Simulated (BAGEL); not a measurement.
# GeSiH6 (SMILES [SiH3][GeH3]): a chain of runs

Wanted: a series of 15 runs (B3LYP/def2-SVP, RI-MP2/def2-SVP) of GeH6Si. 

The results are computed with BAGEL 1.2.2.

2 further runs of the same task are left out: 2 set aside as unsound or not needed.

## Step 1: Starting point

GeSiH6: 8 atoms, total charge 0, spin state singlet. As SMILES, `[SiH3][GeH3]`. One bond was lengthened or shortened from a relaxed shape.

Bond lengths: Si1–Ge2 2.021 Å, Si1–H3 1.487 Å, Si1–H4 1.487 Å, Si1–H5 1.487 Å, Ge2–H6 1.538 Å, Ge2–H7 1.538 Å, Ge2–H8 1.538 Å. Some angles: Si1–Ge2–H6 110.6°, Si1–Ge2–H7 110.6°, Si1–Ge2–H8 110.6°, Ge2–Si1–H3 110.1°, Ge2–Si1–H4 110.1°, Ge2–Si1–H5 110.1°, H6–Ge2–H7 108.3°, H6–Ge2–H8 108.3°, H7–Ge2–H8 108.3°, H3–Si1–H4 108.8°.

## Step 2: A single-point energy at B3LYP/def2-SVP (density fitting with svp-jkfit) (run 1)

Contents of job.json:

```json
{ "bagel": [

{
  "title": "molecule",
  "basis": "svp",
  "df_basis": "svp-jkfit",
  "angstrom": "true",
  "geometry": [
    { "atom": "Si", "xyz": [   -0.359736,    0.269452,   -0.712052 ] },
    { "atom": "Ge", "xyz": [    0.529700,   -0.393800,    0.977400 ] },
    { "atom": "H", "xyz": [   -1.737936,    0.740152,   -0.412752 ] },
    { "atom": "H", "xyz": [   -0.433836,   -0.825448,   -1.715152 ] },
    { "atom": "H", "xyz": [    0.417764,    1.397452,   -1.289252 ] },
    { "atom": "H", "xyz": [    0.619100,    0.733600,    2.019400 ] },
    { "atom": "H", "xyz": [    1.954300,   -0.890500,    0.679100 ] },
    { "atom": "H", "xyz": [   -0.269300,   -1.556200,    1.590100 ] }
  ]
},
{ "title": "ks", "xc_func": "b3lyp", "charge": 0 },
{ "title": "print", "file": "orbitals.molden", "orbitals": "true" }

]}
```

The run is started by

```sh
$ BAGEL_NUM_THREADS=1 BAGEL job.json > job.out
```

What it wrote:

```text
* using 1 threads per process

  ===============================================================
  ===============================================================

  *** Geometry ***

  { "atom" : "Si", "xyz" : [     -0.679803,      0.509190,     -1.345583 ] },
  { "atom" : "Ge", "xyz" : [      1.000988,     -0.744174,      1.847018 ] },
  { "atom" : "H", "xyz" : [     -3.284223,      1.398685,     -0.779988 ] },
  { "atom" : "H", "xyz" : [     -0.819831,     -1.559871,     -3.241168 ] },
  { "atom" : "H", "xyz" : [      0.789460,      2.640802,     -2.436333 ] },
  { "atom" : "H", "xyz" : [      1.169929,      1.386303,      3.816113 ] },
  { "atom" : "H", "xyz" : [      3.693092,     -1.682801,      1.283313 ] },
  { "atom" : "H", "xyz" : [     -0.508903,     -2.940792,      3.004854 ] },

  Number of auxiliary basis functions:      502

  Since a DF basis is specified, we compute 2- and 3-index integrals:
    o Being stored without compression. Storage requirement is 0.026 GB

  Number of basis functions:       80
  Number of electrons      :       52

    * METHOD: MOLECULE                             0.24

  *** Kohn-Sham DFT ***

    * Removing 12858 points whose weight is below 1.00e-10
    * Grid points: 106390

  === Nuclear Repulsion ===
   193.0173825173

       - DIIS with orbital gradients will be used.

  === KS iteration (b3lyp / svp) ===
      0      -2314.36129829          0.09090697           0.38
      1      -2061.37385139          0.19193220           0.34
      2      -2205.62821191          0.10794203           0.33
      3      -2254.98784914          0.14143866           0.33
      4      -2363.57615821          0.09197062           0.34
      5      -2368.70623308          0.04183597           0.34
      6      -2369.49883499          0.01990915           0.34
      7      -2369.55578343          0.02069407           0.34
      8      -2369.71118697          0.00906880           0.34
      9      -2369.76261504          0.00056787           0.34
     10      -2369.76283361          0.00015721           0.33
     11      -2369.76284543          0.00005049           0.33
     12      -2369.76284666          0.00000386           0.34
     13      -2369.76284667          0.00000117           0.34
     14      -2369.76284667          0.00000051           0.33
     15      -2369.76284667          0.00000003           0.33
     16      -2369.76284667          0.00000001           0.34
     17      -2369.76284667          0.00000000           0.34
    * SCF iteration converged.

    * Permanent dipole moment:
           (    0.011379,    -0.008129,     0.021463) a.u.

    * METHOD: KS                                   6.61

    * METHOD: PRINT                                0.02

  ===============================================================
```

It took 7.2 s on 1 thread of Arm Neoverse V1, shared host; peak memory 0.43 GiB.

## Step 3: Bond 2-1 at 2.378 A: a single-point energy at RI-MP2/def2-SVP (density fitting with svp-jkfit) (run 2)

Contents of calc.json:

```json
{ "bagel" : [

{
  "title" : "molecule",
  "basis" : "svp",
  "df_basis" : "svp-jkfit",
  "angstrom" : true,
  "geometry" : [
    { "atom" : "Si", "xyz" : [   -0.516703,    0.386502,   -1.010206 ] },
    { "atom" : "Ge", "xyz" : [    0.529700,   -0.393800,    0.977400 ] },
    { "atom" : "H", "xyz" : [   -1.894903,    0.857202,   -0.710906 ] },
    { "atom" : "H", "xyz" : [   -0.590803,   -0.708398,   -2.013306 ] },
    { "atom" : "H", "xyz" : [    0.260797,    1.514502,   -1.587406 ] },
    { "atom" : "H", "xyz" : [    0.619100,    0.733600,    2.019400 ] },
    { "atom" : "H", "xyz" : [    1.954300,   -0.890500,    0.679100 ] },
    { "atom" : "H", "xyz" : [   -0.269300,   -1.556200,    1.590100 ] }
  ]
},
{ "title" : "hf" },
{ "title" : "mp2", "ncore" : 14 }

]}
```

The run is started by

```sh
$ BAGEL_NUM_THREADS=1 BAGEL calc.json > calc.out
```

What it wrote:

```text
* using 1 threads per process

  ===============================================================
  ===============================================================

  *** Geometry ***

  { "atom" : "Si", "xyz" : [     -0.976427,      0.730383,     -1.909013 ] },
  { "atom" : "Ge", "xyz" : [      1.000988,     -0.744174,      1.847018 ] },
  { "atom" : "H", "xyz" : [     -3.580848,      1.619877,     -1.343418 ] },
  { "atom" : "H", "xyz" : [     -1.116456,     -1.338678,     -3.804597 ] },
  { "atom" : "H", "xyz" : [      0.492835,      2.861994,     -2.999763 ] },
  { "atom" : "H", "xyz" : [      1.169929,      1.386303,      3.816113 ] },
  { "atom" : "H", "xyz" : [      3.693092,     -1.682801,      1.283313 ] },
  { "atom" : "H", "xyz" : [     -0.508903,     -2.940792,      3.004854 ] },

  Number of auxiliary basis functions:      502

  Since a DF basis is specified, we compute 2- and 3-index integrals:
    o Being stored without compression. Storage requirement is 0.026 GB

  Number of basis functions:       80
  Number of electrons      :       52

    * METHOD: MOLECULE                             0.24

  *** RHF ***

  === Nuclear Repulsion ===
   172.8480149143

      * DIIS with orbital gradients will be used.

  === RHF iteration (svp) ===
      0      -2367.38199011          0.00706430           0.07
      1      -2367.42032144          0.00208235           0.07
      2      -2367.42378239          0.00051842           0.07
      3      -2367.42391306          0.00013116           0.07
      4      -2367.42392291          0.00003554           0.07
      5      -2367.42392405          0.00000439           0.07
      6      -2367.42392407          0.00000088           0.07
      7      -2367.42392407          0.00000010           0.07
      8      -2367.42392407          0.00000003           0.07
      9      -2367.42392407          0.00000001           0.07
    * SCF iteration converged.

    * Permanent dipole moment:
           (    0.016257,    -0.011650,     0.030693) a.u.

    * METHOD: HF                                   0.88

  *** RHF ***

  === Nuclear Repulsion ===
   172.8480149143

      * DIIS with orbital gradients will be used.

  === RHF iteration (svp) ===
      0      -2367.42392407          0.00000000           0.07
    * SCF iteration converged.

    * Permanent dipole moment:
           (    0.016258,    -0.011650,     0.030694) a.u.

  === DF-MP2 calculation ===

    * freezing 14 orbitals
    * 3-index integral transformation done
    * assembly done

      MP2 correlation energy:   -0.3459029750      0.03

      MP2 total energy:       -2367.7698270493

    * METHOD: MP2                                  0.17

  ===============================================================
```

Wall time 1.4 s (1 thread of Arm Neoverse V1, shared host); peak memory 0.15 GiB.

Runs 3 to 6 aren't shown in full; the table further down has their settings and results.

## Step 4: Bond 2-1 at 3.210 A: a single-point energy at B3LYP/def2-SVP (density fitting with svp-jkfit) (run 7)

Contents of input.json:

```json
{ "bagel": [

{
  "title": "molecule",
  "basis": "svp",
  "df_basis": "svp-jkfit",
  "angstrom": "true",
  "geometry": [
    { "atom": "Si", "xyz": [   -0.882960,    0.659620,   -1.705897 ] },
    { "atom": "Ge", "xyz": [    0.529700,   -0.393800,    0.977400 ] },
    { "atom": "H", "xyz": [   -2.261160,    1.130320,   -1.406597 ] },
    { "atom": "H", "xyz": [   -0.957060,   -0.435280,   -2.708997 ] },
    { "atom": "H", "xyz": [   -0.105460,    1.787620,   -2.283097 ] },
    { "atom": "H", "xyz": [    0.619100,    0.733600,    2.019400 ] },
    { "atom": "H", "xyz": [    1.954300,   -0.890500,    0.679100 ] },
    { "atom": "H", "xyz": [   -0.269300,   -1.556200,    1.590100 ] }
  ]
},
{
  "title": "ks",
  "xc_func": "b3lyp"
},
{
  "title": "print",
  "file": "orbitals.molden",
  "orbitals": "true"
}

]}
```

The run is started by

```sh
$ BAGEL_NUM_THREADS=1 BAGEL input.json > input.out
```

What it wrote:

```text
* using 1 threads per process

  ===============================================================
  ===============================================================

  *** Geometry ***

  { "atom" : "Si", "xyz" : [     -1.668553,      1.246501,     -3.223678 ] },
  { "atom" : "Ge", "xyz" : [      1.000988,     -0.744174,      1.847018 ] },
  { "atom" : "H", "xyz" : [     -4.272973,      2.135995,     -2.658083 ] },
  { "atom" : "H", "xyz" : [     -1.808581,     -0.822560,     -5.119262 ] },
  { "atom" : "H", "xyz" : [     -0.199291,      3.378112,     -4.314428 ] },
  { "atom" : "H", "xyz" : [      1.169929,      1.386303,      3.816113 ] },
  { "atom" : "H", "xyz" : [      3.693092,     -1.682801,      1.283313 ] },
  { "atom" : "H", "xyz" : [     -0.508903,     -2.940792,      3.004854 ] },

  Number of auxiliary basis functions:      502

  Since a DF basis is specified, we compute 2- and 3-index integrals:
    o Being stored without compression. Storage requirement is 0.026 GB

  Number of basis functions:       80
  Number of electrons      :       52

    * METHOD: MOLECULE                             0.23

  *** Kohn-Sham DFT ***

    * Removing 11157 points whose weight is below 1.00e-10
    * Grid points: 108091

  === Nuclear Repulsion ===
   142.4558647229

       - DIIS with orbital gradients will be used.

  === KS iteration (b3lyp / svp) ===
      0      -2310.50153171          0.08322560           0.36
      1      -2030.20426334          0.12134527           0.34
      2      -2188.04206028          0.10007592           0.34
      3      -2360.70782617          0.10127159           0.34
      4      -2367.19343419          0.06668383           0.34
      5      -2367.85856783          0.05548950           0.34
      6      -2368.91149760          0.03223194           0.34
      7      -2368.87787609          0.04579042           0.34
      8      -2369.20685608          0.02365379           0.34
      9      -2369.74902644          0.00242791           0.33
     10      -2369.75420050          0.00030438           0.34
     11      -2369.75425443          0.00012871           0.34
     12      -2369.75426561          0.00002187           0.33
     13      -2369.75426586          0.00000780           0.34
     14      -2369.75426589          0.00000138           0.34
     15      -2369.75426589          0.00000051           0.34
     16      -2369.75426589          0.00000006           0.34
     17      -2369.75426589          0.00000002           0.34
     18      -2369.75426589          0.00000000           0.34
    * SCF iteration converged.

    * Permanent dipole moment:
           (    0.014440,    -0.010663,     0.027450) a.u.

    * METHOD: KS                                   6.92

    * METHOD: PRINT                                0.02

  ===============================================================
```

It took 7.5 s on 1 thread of Arm Neoverse V1, shared host; peak memory 0.44 GiB.

Runs 8 to 14 aren't shown in full; the table further down has their settings and results.

## Step 5: Bond 2-1 at 6.658 A: the energy at B3LYP/def2-SVP (density fitting with svp-jkfit) (run 15)

Contents of input.json:

```json
{ "bagel": [

{
  "title": "molecule",
  "basis": "svp",
  "df_basis": "svp-jkfit",
  "angstrom": true,
  "geometry": [
    { "atom": "Si", "xyz": [   -2.400220,    1.791040,   -4.587880 ] },
    { "atom": "Ge", "xyz": [    0.529700,   -0.393800,    0.977400 ] },
    { "atom": "H", "xyz": [   -3.778420,    2.261740,   -4.288580 ] },
    { "atom": "H", "xyz": [   -2.474320,    0.696140,   -5.590980 ] },
    { "atom": "H", "xyz": [   -1.622720,    2.919040,   -5.165080 ] },
    { "atom": "H", "xyz": [    0.619100,    0.733600,    2.019400 ] },
    { "atom": "H", "xyz": [    1.954300,   -0.890500,    0.679100 ] },
    { "atom": "H", "xyz": [   -0.269300,   -1.556200,    1.590100 ] }
  ]
},
{
  "title": "ks",
  "xc_func": "b3lyp"
},
{
  "title": "print",
  "file": "orbitals.molden",
  "orbitals": true
}

]}
```

The run is started by

```sh
$ BAGEL_NUM_THREADS=1 BAGEL input.json > input.out
```

What it wrote:

```text
* using 1 threads per process

  ===============================================================
  ===============================================================

  *** Geometry ***

  { "atom" : "Si", "xyz" : [     -4.535758,      3.384575,     -8.669837 ] },
  { "atom" : "Ge", "xyz" : [      1.000988,     -0.744174,      1.847018 ] },
  { "atom" : "H", "xyz" : [     -7.140179,      4.274069,     -8.104242 ] },
  { "atom" : "H", "xyz" : [     -4.675787,      1.315514,    -10.565421 ] },
  { "atom" : "H", "xyz" : [     -3.066496,      5.516186,     -9.760587 ] },
  { "atom" : "H", "xyz" : [      1.169929,      1.386303,      3.816113 ] },
  { "atom" : "H", "xyz" : [      3.693092,     -1.682801,      1.283313 ] },
  { "atom" : "H", "xyz" : [     -0.508903,     -2.940792,      3.004854 ] },

  Number of auxiliary basis functions:      502

  Since a DF basis is specified, we compute 2- and 3-index integrals:
    o Being stored without compression. Storage requirement is 0.026 GB

  Number of basis functions:       80
  Number of electrons      :       52

    * METHOD: MOLECULE                             0.22

  *** Kohn-Sham DFT ***

    * Removing 9529 points whose weight is below 1.00e-10
    * Grid points: 109719

  === Nuclear Repulsion ===
    95.4636543226

       - DIIS with orbital gradients will be used.

  === KS iteration (b3lyp / svp) ===
      0      -2306.61937513          0.08265711           0.40
      1      -1987.41457529          0.11224334           0.36
      2      -2170.67822542          0.10003340           0.36
      3      -2344.96742752          0.12317172           0.36
      4      -2347.08801938          0.11184915           0.36
      5      -2363.58699391          0.09262209           0.36
      6      -2358.35432946          0.08520421           0.36
      7      -1985.57485824          0.10678116           0.36
      8      -2234.43471519          0.17048646           0.36
      9      -2276.91152772          0.17768057           0.36
     10      -2240.64908564          0.17522177           0.36
     11      -2335.90465790          0.13922744           0.36
     12      -2178.29962296          0.12930207           0.36
     13      -1980.13932575          0.12615385           0.36
     14      -2339.63640504          0.13855863           0.36
     15      -2339.31491610          0.14032952           0.35
     16      -2338.83027330          0.14350265           0.35
     17      -2338.75846362          0.14375405           0.35
     18      -2179.54901148          0.13369017           0.35
     19      -1979.39721115          0.12640583           0.35
     20      -2334.84061630          0.14274809           0.35
     21      -2333.54841556          0.14149847           0.35
     22      -2334.03980257          0.14201758           0.35
     23      -2333.64656545          0.14164816           0.35
     24      -2179.95379708          0.13529459           0.35
     25      -1979.51451300          0.12680943           0.35
     26      -2333.10493580          0.14106308           0.34
[... 60 lines of this table left out ...]
     87      -2334.73814678          0.14248586           0.35
     88      -2336.18933094          0.14279955           0.35
     89      -2334.84854954          0.14336153           0.35
     90      -2184.40408862          0.14633323           0.35
     91      -1981.65541323          0.11962535           0.35
     92      -2265.17658796          0.14941898           0.35
     93      -2265.14584040          0.14927559           0.35
     94      -2264.99007576          0.14864200           0.35
     95      -2327.69603055          0.13289764           0.35
     96      -2233.64807596          0.16517275           0.35
     97      -1985.07489657          0.11363878           0.35
     98      -2185.32003252          0.14857385           0.35
     99      -2230.02440962          0.15338821           0.35
    * Max iteration reached in SCF.

    * Permanent dipole moment:
           (   72.328129,   -52.594492,   139.622972) a.u.

    * METHOD: KS                                  35.65

    * METHOD: PRINT                                0.02

  ===============================================================
```

Wall time 36 s (1 thread of Arm Neoverse V1, shared host); peak memory 0.44 GiB.

No converged result was reached.

## Step 6: Overview of the runs

| run | level | frozen core orbitals | partner | energy (Eh) | wall time |
| --- | --- | --- | --- | --- | --- |
| 1 | B3LYP/def2-SVP (density fitting with svp-jkfit) | – | bond 2-1 at 2.021 A | -2369.762847 | 7.2 s |
| 2 | RI-MP2/def2-SVP (density fitting with svp-jkfit) | 14 | bond 2-1 at 2.378 A | -2367.769827 | 1.4 s |
| 3 | B3LYP/def2-SVP (density fitting with svp-jkfit) | – | bond 2-1 at 2.378 A | -2369.804947 | 6.6 s |
| 4 | RI-MP2/def2-SVP (density fitting with svp-jkfit) | 14 | bond 2-1 at 2.735 A | -2367.753343 | 1.4 s |
| 5 | B3LYP/def2-SVP (density fitting with svp-jkfit) | – | bond 2-1 at 2.735 A | -2369.791082 | 7.8 s |
| 6 | RI-MP2/def2-SVP (density fitting with svp-jkfit) | 14 | bond 2-1 at 3.210 A | -2367.711742 | 1.5 s |
| 7 | B3LYP/def2-SVP (density fitting with svp-jkfit) | – | bond 2-1 at 3.210 A | -2369.754266 | 7.5 s |
| 8 | RI-MP2/def2-SVP (density fitting with svp-jkfit) | 14 | bond 2-1 at 3.805 A | -2367.665737 | 1.6 s |
| 9 | B3LYP/def2-SVP (density fitting with svp-jkfit) | – | bond 2-1 at 3.805 A | -2369.713467 | 9.9 s |
| 10 | RI-MP2/def2-SVP (density fitting with svp-jkfit) | 14 | bond 2-1 at 4.518 A | -2367.631175 | 1.6 s |
| 11 | B3LYP/def2-SVP (density fitting with svp-jkfit) | – | bond 2-1 at 4.518 A | -2369.680782 | 13 s |
| 12 | RI-MP2/def2-SVP (density fitting with svp-jkfit) | 14 | bond 2-1 at 5.469 A | -2367.617648 | 1.6 s |
| 13 | B3LYP/def2-SVP (density fitting with svp-jkfit) | – | bond 2-1 at 5.469 A | not converged | 38 s |
| 14 | RI-MP2/def2-SVP (density fitting with svp-jkfit) | 14 | bond 2-1 at 6.658 A | -2367.633968 | 1.8 s |
| 15 | B3LYP/def2-SVP (density fitting with svp-jkfit) | – | bond 2-1 at 6.658 A | not converged | 36 s |

## Step 7: What came out

```
                                                                 quantity           value
                                bond 2-1 at 6.658 A, run 14: total energy  -2367.63397 Eh
bond 2-1 at 6.658 A, run 14: correlation energy (14 core orbitals frozen)      -437.7 mEh
```

In runs 10, 11, 12, 14 a closed-shell determinant meets a far-stretched bond, which it describes badly. All runs together took 2.3 min, the longest 38 s. 2 of the 15 runs did not end normally.
